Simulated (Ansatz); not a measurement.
**GeCl2: ionisation energy by level of theory**

How much energy removes an electron from GeCl2 at fixed geometry? The cation is run at each level and the neutral's energy taken from earlier runs.

Method: unrestricted cation, the program's frozen cores in correlated methods; program: Ansatz 0.2.0, Gaussian basis.

The runs, in order: UKS PBE-D4/def2-TZVPP; UKS r2SCAN-D4/def2-TZVPP; UKS PBE0-D4/def2-TZVPP; UKS B3LYP-D4/def2-TZVPP; UKS wB97X-V/def2-TZVPP; UKS wB97M-V/def2-TZVPP; UKS B2PLYP/def2-TZVPP; UHF-CCSD(T)/def2-TZVPP; UHF-MP2/def2-QZVPP; extrapolation to the limit; then −ε(HOMO) from the neutral's earlier runs with LDA (SPW92), PBE-D4, revPBE-D4, BLYP-D4, r2SCAN-D4, B97M-V, PBE0-D4, B3LYP-D4, r2SCANh-D4, r2SCAN0-D4, HSE06-D4, BHLYP-D4, CAM-B3LYP-D4, LC-ωPBE, ωB97X-V, ωB97M-V.

### Step 1. Structure used throughout

An earlier PBE0-D4 in a triple-zeta def2 set relaxation fixed the geometry.

SMILES `[Cl][Ge][Cl]`, 3 atoms, charge 0, spin multiplicity 1.

Atoms are counted from 1 here; the program's logs count them from 0.

Bond lengths: Cl1–Ge2 2.182 Å, Ge2–Cl3 2.182 Å. Angles: Cl1–Ge2–Cl3 100.0°.

### Step 2. Cation, UKS PBE-D4/def2-TZVPP

in.yaml reads:

```yaml
crystal:
  periodic: [false, false, false]
  atoms:
    - {symbol: Cl, position_ang: [-0.033769, -1.705492, 0.414289]}
    - {symbol: Ge, position_ang: [-0.429570, 0.039105, -0.834308]}
    - {symbol: Cl, position_ang: [0.452339, 1.601588, 0.406719]}
basis:
  gaussian: {orbitals: def2-TZVPP}
total_charge: 1
magnetization: {spin_polarized: true, initial_magnetization: 1}
hamiltonian: {xc: pbe, dispersion: d4}
```

Launch:

```
> ansatz run in.yaml --threads 4 --pin off --events-out ev --progress --plain --max-ram 10444MiB
```

What it wrote:

```text
Functional definition: PBE
  name "PBE"
  cite "Perdew, Burke & Ernzerhof, Phys. Rev. Lett. 77, 3865 (1996) doi:10.1103/PhysRevLett.77.3865"
  parent pbe
  parameter kappa = 0.804
  parameter beta = 0.06672455060314922
  exchange = pbe_x(kappa = kappa, mu = beta*pi^2/3)
  correlation = pbe_c(beta = beta)
946 factors; their error is unknown
mean field evaluation 1: about -81531.4616 eV, gradient 3.6e1 eV
mean field evaluation 2: about -81478.9172 eV, gradient 1.0e2 eV
mean field evaluation 4: about -81537.3905 eV, gradient 1.1e1 eV
mean field evaluation 8: about -81537.9982 eV, gradient 3.7e-2 eV
mean field evaluation 16: about -81537.9763 eV, gradient 2.1e-5 eV
mean field evaluation 32: about -81536.8882 eV, gradient 1.6e-5 eV
mean field -81537.97630522 eV, -2996.4653607913 hartree, gradient 2.1e-5 eV, S^2 0.753266; 7 other end points of the search recorded, 0 dependent functions left out
reference -81537.97633455 eV, -2996.4653618695 hartree; 33, 32 occupied and 99, 100 virtual orbitals, 946 factors
Total energy: -81538.06679365 eV, -2996.4686861798 hartree
```

Wall time 4.7 s (4 threads of Arm Neoverse V1, shared host); peak memory 0.29 GiB.

Less the neutral's -81548.1656 eV (earlier run), this gives 10.099 eV. ⟨S²⟩ = 0.753.

### Step 3. Cation, UKS r2SCAN-D4/def2-TZVPP

Changes to in.yaml since step 2:

```diff
@@ -10,2 +10,2 @@
 magnetization: {spin_polarized: true, initial_magnetization: 1}
-hamiltonian: {xc: pbe, dispersion: d4}
+hamiltonian: {xc: r2scan, dispersion: d4}
```

Same command.

What it wrote (excerpt; [...] marks lines left out):

```text
Functional definition: r2SCAN
  name "r2SCAN"
  cite "Furness, Kaplan, Ning, Perdew & Sun, J. Phys. Chem. Lett. 11, 8208 (2020) doi:10.1021/acs.jpclett.0c02405"
  cite "Furness, Kaplan, Ning, Perdew & Sun, J. Phys. Chem. Lett. 11, 9248 (2020) doi:10.1021/acs.jpclett.0c03077"
  parent r2scan
[...]
946 factors; their error is unknown
[...]
mean field -81554.50706726 eV, -2997.0728550915 hartree, gradient 7.2e-6 eV, S^2 0.758899; 8 other end points of the search recorded, 0 dependent functions left out
reference -81554.50707638 eV, -2997.0728554265 hartree; 33, 32 occupied and 99, 100 virtual orbitals, 946 factors
Total energy: -81554.52502977 eV, -2997.0735152015 hartree
```

It took 14 s on 4 threads of Arm Neoverse V1, shared host; peak memory 0.31 GiB.

The neutral molecule at this level: -81564.7727 eV. Difference: 10.248 eV. ⟨S²⟩ = 0.759.

### Step 4. Cation, UKS PBE0-D4/def2-TZVPP

Changes to in.yaml since step 3:

```diff
@@ -10,2 +10,2 @@
 magnetization: {spin_polarized: true, initial_magnetization: 1}
-hamiltonian: {xc: r2scan, dispersion: d4}
+hamiltonian: {xc: pbe0, dispersion: d4}
```

Launched as before.

What it wrote:

```text
Functional definition: PBE0
  name "PBE0"
  cite "Adamo & Barone, J. Chem. Phys. 110, 6158 (1999) doi:10.1063/1.478522"
  cite "Perdew, Burke & Ernzerhof, Phys. Rev. Lett. 77, 3865 (1996) doi:10.1103/PhysRevLett.77.3865"
  parent pbe
  parameter a = 0.25
  parameter kappa = 0.804
  parameter beta = 0.06672455060314922
  exchange = (1 - a)*pbe_x(kappa = kappa, mu = beta*pi^2/3) + a*exact_x
  correlation = pbe_c(beta = beta)
1051 factors; their error is unknown
mean field evaluation 1: about -81535.5951 eV, gradient 3.0e1 eV
mean field evaluation 2: about -81513.3309 eV, gradient 7.1e1 eV
mean field evaluation 4: about -81540.6252 eV, gradient 4.0e0 eV
mean field evaluation 8: about -81540.7055 eV, gradient 1.7e-1 eV
mean field evaluation 16: about -81541.0422 eV, gradient 4.7e-4 eV
mean field -81541.04219759 eV, -2996.5780302580 hartree, gradient 1.2e-5 eV, S^2 0.759394; 2 other end points of the search recorded, 0 dependent functions left out
reference -81541.04221964 eV, -2996.5780310682 hartree; 33, 32 occupied and 99, 100 virtual orbitals, 1051 factors
Total energy: -81541.11877555 eV, -2996.5808444461 hartree
```

Run time: 2.9 s. Hardware: 4 threads of Arm Neoverse V1, shared host; peak memory 0.46 GiB.

Less the neutral's -81551.4083 eV (earlier run), this gives 10.290 eV. ⟨S²⟩ = 0.759.

### Step 5. Cation, UKS B3LYP-D4/def2-TZVPP

Changes to in.yaml since step 4:

```diff
@@ -10,2 +10,2 @@
 magnetization: {spin_polarized: true, initial_magnetization: 1}
-hamiltonian: {xc: pbe0, dispersion: d4}
+hamiltonian: {xc: {name: B3LYP}, dispersion: d4}
```

Same command.

What it wrote (excerpt; [...] marks lines left out):

```text
Functional definition: B3LYP
  name "B3LYP"
  cite "Stephens, Devlin, Chabalowski & Frisch, J. Phys. Chem. 98, 11623 (1994) doi:10.1021/j100096a001"
  cite "Becke, Phys. Rev. A 38, 3098 (1988) doi:10.1103/PhysRevA.38.3098"
  cite "Lee, Yang & Parr, Phys. Rev. B 37, 785 (1988) doi:10.1103/PhysRevB.37.785"
  cite "Vosko, Wilk & Nusair, Can. J. Phys. 58, 1200 (1980) doi:10.1139/p80-159"
[...]
1015 factors; their error is unknown
[...]
mean field -81558.45601188 eV, -2997.2179761296 hartree, gradient 3.5e-5 eV, S^2 0.757141; 2 other end points of the search recorded, 0 dependent functions left out
reference -81558.45622845 eV, -2997.2179840885 hartree; 33, 32 occupied and 99, 100 virtual orbitals, 1015 factors
Total energy: -81558.60769639 eV, -2997.2235504325 hartree
```

Run time: 3 s. Hardware: 4 threads of Arm Neoverse V1, shared host; peak memory 0.39 GiB.

The neutral molecule at this level: -81568.9379 eV. Difference: 10.330 eV. ⟨S²⟩ = 0.757.

### Step 6. Cation, UKS wB97X-V/def2-TZVPP

Changes to in.yaml since step 5:

```diff
@@ -10,2 +10,2 @@
 magnetization: {spin_polarized: true, initial_magnetization: 1}
-hamiltonian: {xc: {name: B3LYP}, dispersion: d4}
+hamiltonian: {xc: {name: wB97X-V}}
```

The command is unchanged.

What it wrote (excerpt; [...] marks lines left out):

```text
Functional definition: wB97X-V
  name "wB97X-V"
  cite "Mardirossian & Head-Gordon, Phys. Chem. Chem. Phys. 16, 9904 (2014) doi:10.1039/C3CP54374A"
  cite "Becke, J. Chem. Phys. 107, 8554 (1997) doi:10.1063/1.475007"
  cite "Vydrov & Van Voorhis, J. Chem. Phys. 133, 244103 (2010) doi:10.1063/1.3521275"
[...]
      + integral(e_c_pw_opposite_spin*poly(b97_u_opposite, cos0, cos1)) + vv10(b, c)
1009 factors; their error is unknown
141 factors; integrals over basis functions are off by at most 5.9e-5 eV
[...]
mean field -81547.16893605 eV, -2996.8031837434 hartree, gradient 3.4e-5 eV, S^2 0.764031; 2 other end points of the search recorded, 0 dependent functions left out
reference -81547.16893483 eV, -2996.8031836988 hartree; 33, 32 occupied and 99, 100 virtual orbitals, 1009 factors
Total energy: -81547.16893483 eV, -2996.8031836988 hartree
```

Run time: 9 s. Hardware: 4 threads of Arm Neoverse V1, shared host; peak memory 0.53 GiB.

Less the neutral's -81557.6020 eV (earlier run), this gives 10.433 eV. ⟨S²⟩ = 0.764.

### Step 7. Cation, UKS wB97M-V/def2-TZVPP

Changes to in.yaml since step 6:

```diff
@@ -10,2 +10,2 @@
 magnetization: {spin_polarized: true, initial_magnetization: 1}
-hamiltonian: {xc: {name: wB97X-V}}
+hamiltonian: {xc: {name: wB97M-V}}
```

Launched as before.

What it wrote (excerpt; [...] marks lines left out):

```text
Functional definition: wB97M-V
  name "wB97M-V"
  cite "Mardirossian & Head-Gordon, J. Chem. Phys. 144, 214110 (2016) doi:10.1063/1.4952647"
  cite "Becke, J. Chem. Phys. 107, 8554 (1997) doi:10.1063/1.475007"
  cite "Vydrov & Van Voorhis, J. Chem. Phys. 133, 244103 (2010) doi:10.1063/1.3521275"
  # Of w^i u^j: cxij and so on, Table III.
[...]
  gx(w, u) = 1 - cx + cx01*u + cx10*w
  gss(w, u) = css00 + css04*u^4 + css10*w + css20*w^2 + css43*w^4*u^3
  gos(w, u) = cos00 + cos10*w + (cos20 + cos21*u)*w^2 + (cos60 + cos61*u)*w^6
[...]
      + integral(e_c_pw_mod_opposite_spin*gos(b97_w_opposite, b97_u_opposite)) + vv10(b, c)
1006 factors; their error is unknown
141 factors; integrals over basis functions are off by at most 5.9e-5 eV
[...]
mean field -81552.07581697 eV, -2996.9835082911 hartree, gradient 2.5e-5 eV, S^2 0.760268; 2 other end points of the search recorded, 0 dependent functions left out
reference -81552.07585051 eV, -2996.9835095239 hartree; 33, 32 occupied and 99, 100 virtual orbitals, 1006 factors
Total energy: -81552.07585051 eV, -2996.9835095239 hartree
```

Run time: 12 s. Hardware: 4 threads of Arm Neoverse V1, shared host; peak memory 0.57 GiB.

Less the neutral's -81562.4628 eV (earlier run), this gives 10.387 eV. ⟨S²⟩ = 0.760.

### Step 8. Cation, UKS B2PLYP (frozen core)/def2-TZVPP

Changes to in.yaml since step 7:

```diff
@@ -10,2 +10,2 @@
 magnetization: {spin_polarized: true, initial_magnetization: 1}
-hamiltonian: {xc: {name: wB97M-V}}
+hamiltonian: {xc: {name: B2PLYP}}
```

Same command.

What it wrote (excerpt; [...] marks lines left out):

```text
Functional definition: B2PLYP
  name "B2PLYP"
  cite "Grimme, J. Chem. Phys. 124, 034108 (2006) doi:10.1063/1.2148954"
  cite "Becke, Phys. Rev. A 38, 3098 (1988) doi:10.1103/PhysRevA.38.3098"
  cite "Lee, Yang & Parr, Phys. Rev. B 37, 785 (1988) doi:10.1103/PhysRevB.37.785"
[...]
825 factors; integrals over basis functions are off by at most 7.0e-4 eV
[...]
mean field -81534.14259932 eV, -2996.3244746983 hartree, gradient 1.6e-6 eV, S^2 0.769824; 8 other end points of the search recorded, 0 dependent functions left out
19 core orbitals not correlated: weight in the atoms' cores, before any rotation towards them, 1.000 or more for the frozen orbitals, at most 0.000 for the correlated occupied ones
reference -81534.14273774 eV, -2996.3244797850 hartree; 14, 13 occupied and 99, 100 virtual orbitals, 825 factors
second order -19.35247294 eV of doubles, -0.00000000 eV of singles
Total energy: -81539.36790543 eV, -2996.5165011560 hartree
```

It took 12 s on 4 threads of Arm Neoverse V1, shared host; peak memory 0.39 GiB.

Less the neutral's -81549.6572 eV (earlier run), this gives 10.289 eV. ⟨S²⟩ = 0.770.

### Step 9. Cation, UHF-CCSD(T)/def2-TZVPP

Changes to in.yaml since step 8:

```diff
@@ -10,2 +10,3 @@
 magnetization: {spin_polarized: true, initial_magnetization: 1}
-hamiltonian: {xc: {name: B2PLYP}}
+correlation: {method: ccsd_t}
+scf: {omitted_lower_state_checks: [cluster_reference]}
```

Launched as before.

What it wrote (excerpt; [...] marks lines left out):

```text
Functional definition: HF
  name "HF"
  cite "Fock, Z. Phys. 61, 126 (1930) doi:10.1007/BF01340294"
  parent pbe
[...]
825 factors; integrals over basis functions are off by at most 7.0e-4 eV
[...]
mean field -81474.39430770 eV, -2994.1287654799 hartree, gradient 2.3e-6 eV, S^2 0.790779; 2 other end points of the search recorded, 0 dependent functions left out
19 core orbitals not correlated: weight in the atoms' cores, before any rotation towards them, 1.000 or more for the frozen orbitals, at most 0.000 for the correlated occupied ones
reference -81474.39430770 eV, -2994.1287654799 hartree; 14, 13 occupied and 99, 100 virtual orbitals, 825 factors
second order -15.53624998 eV of doubles, -0.00000000 eV of singles
cycle   1  -15.82894505 eV  change   -2.9e-1 eV  update   1.1e-1
[...]
cycle  12  -16.38994478 eV  change    3.1e-7 eV  update   1.8e-5
perturbative correction -0.79778815 eV, -0.0293181738 hartree
Total energy: -81491.58204063 eV, -2994.7604030150 hartree
Checks for a lower state left out: cluster_reference
```

It took 12 s on 4 threads of Arm Neoverse V1, shared host; peak memory 0.92 GiB.

The neutral molecule at this level: -81501.8790 eV. Difference: 10.297 eV. ⟨S²⟩ = 0.791. T1 = 0.020 (report).

### Step 10. Cation, UHF-MP2/def2-QZVPP

Changes to in.yaml since step 9:

```diff
@@ -7,6 +7,6 @@
 basis:
-  gaussian: {orbitals: def2-TZVPP}
+  gaussian: {orbitals: "def2-QZVPP.json"}
 total_charge: 1
 magnetization: {spin_polarized: true, initial_magnetization: 1}
-correlation: {method: ccsd_t}
+correlation: {method: mp2}
 scf: {omitted_lower_state_checks: [cluster_reference]}
```

Same command.

What it wrote (excerpt; [...] marks lines left out):

```text
Functional definition: HF
  name "HF"
  cite "Fock, Z. Phys. 61, 126 (1930) doi:10.1007/BF01340294"
  parent pbe
[...]
1451 factors; integrals over basis functions are off by at most 5.8e-4 eV
[...]
mean field -81476.24300068 eV, -2994.1967036938 hartree, gradient 1.3e-6 eV, S^2 0.791182; 3 other end points of the search recorded, 0 dependent functions left out
19 core orbitals not correlated: weight in the atoms' cores, before any rotation towards them, 1.000 or more for the frozen orbitals, at most 0.000 for the correlated occupied ones
reference -81476.24300068 eV, -2994.1967036938 hartree; 14, 13 occupied and 196, 197 virtual orbitals, 1451 factors
second order -23.61752470 eV of doubles, -0.00000000 eV of singles
Total energy: -81499.86052538 eV, -2995.0646317180 hartree
Checks for a lower state left out: cluster_reference
```

It took 17 s on 4 threads of Arm Neoverse V1, shared host; peak memory 0.74 GiB.

### Step 11. Extrapolating to the complete basis

No new run: Hartree-Fock is extrapolated as exp(−7.88√X) and correlation as X^−2.97, with X = 3 and 4; only MP2 was run in the larger set, so CCSD(T) minus MP2 is added from the smaller one.

| level | energy at the limit (eV) |
| --- | --- |
| HF | -81476.4976 |
| MP2 | -81506.1013 |
| CCSD | -81506.9550 |
| CCSD(T) | -81507.7528 |

This is no true limit for total energies: MP2 correlation changes by a factor of 1.52 from triple to quadruple zeta (about 1.07 in light molecules), because outer-core shells are correlated in sets not made for them. Much of that cancels between molecule and atoms or ions.

The neutral's limit, from its own earlier runs, is -81518.4090 eV in the additive form (MP2 limit plus CCSD(T) minus MP2 in triple zeta), in which the cation has -81507.7528 eV.

### Step 12. Ionisation energies side by side

Differences are taken before rounding.

| method | ionisation energy (eV) | from CCSD(T)/CBS (eV) | time |
| --- | --- | --- | --- |
| PBE-D4 | 10.10 | -0.56 | 5.6 s |
| r2SCAN-D4 | 10.25 | -0.41 | 16 s |
| PBE0-D4 | 10.29 | -0.37 | 4 s |
| B3LYP-D4 | 10.33 | -0.33 | 4.4 s |
| ωB97X-V | 10.43 | -0.22 | 11 s |
| ωB97M-V | 10.39 | -0.27 | 16 s |
| B2PLYP | 10.29 | -0.37 | 13 s |
| HF/def2-TZVPP | 9.62 | -1.04 |  |
| MP2/def2-TZVPP | 10.38 | -0.28 |  |
| CCSD/def2-TZVPP | 10.33 | -0.33 |  |
| CCSD(T)/def2-TZVPP | 10.30 | -0.36 | 14 s |
| CCSD(T)/CBS | 10.66 | 0 | 46 s |

Among the levels timed on like hardware and quicker than the yardstick, those that no quicker one beats, quickest first: PBE0-D4 (4 s, -0.37 eV); B3LYP-D4 (4.4 s, -0.33 eV); ωB97X-V (11 s, -0.22 eV).

Times add the cation's run and the neutral's; HF, MP2 and CCSD come out of the CCSD(T) runs.

For comparison, −ε(HOMO) of the neutral from earlier runs:

| functional | −ε(HOMO) (eV) | by energy difference (eV) |
| --- | --- | --- |
| LDA (SPW92) | 7.17 |  |
| PBE-D4 | 6.99 | 10.10 |
| revPBE-D4 | 6.93 |  |
| BLYP-D4 | 6.85 |  |
| r2SCAN-D4 | 7.30 | 10.25 |
| B97M-V | 7.26 |  |
| PBE0-D4 | 8.11 | 10.29 |
| B3LYP-D4 | 7.91 | 10.33 |
| r2SCANh-D4 | 7.70 |  |
| r2SCAN0-D4 | 8.31 |  |
| HSE06-D4 | 7.71 |  |
| BHLYP-D4 | 9.09 |  |
| CAM-B3LYP-D4 | 9.37 |  |
| LC-ωPBE | 10.63 |  |
| ωB97X-V | 10.30 | 10.43 |
| ωB97M-V | 10.17 | 10.39 |

### Step 13. Summary of results

```
                        quantity               value
  ionisation energy, CCSD(T)/CBS            10.66 eV
nearest functional by difference  ωB97X-V (-0.22 eV)
                nearest −ε(HOMO)  LC-ωPBE (-0.03 eV)
                 −ε(HOMO) of PBE             6.99 eV
                T1 of the cation               0.020
```

By cation minus neutral, the functionals miss by 0.56 eV at most. −ε(HOMO) of PBE misses by 3.7 eV, since self-interaction lifts the level. Among orbital estimates LC-ωPBE comes nearest. Hartree-Fock falls 1.04 eV short, as the neutral has more correlation energy than the cation. The cation may have settled in a state other than its lowest; no search over hole states beyond the program's own was made. Correlated methods include outer-core shells of Ge, which these sets cover unevenly. With outer-core shells in play the reference is unsure by up to some tenths of an eV, so close misses can't be ranked.

For cost: ωB97X-V gets within 0.22 eV in 11 s, where CCSD(T)/CBS took 46 s; the quickest level in the cost chart, PBE0-D4, takes 4 s and misses by 0.37 eV.
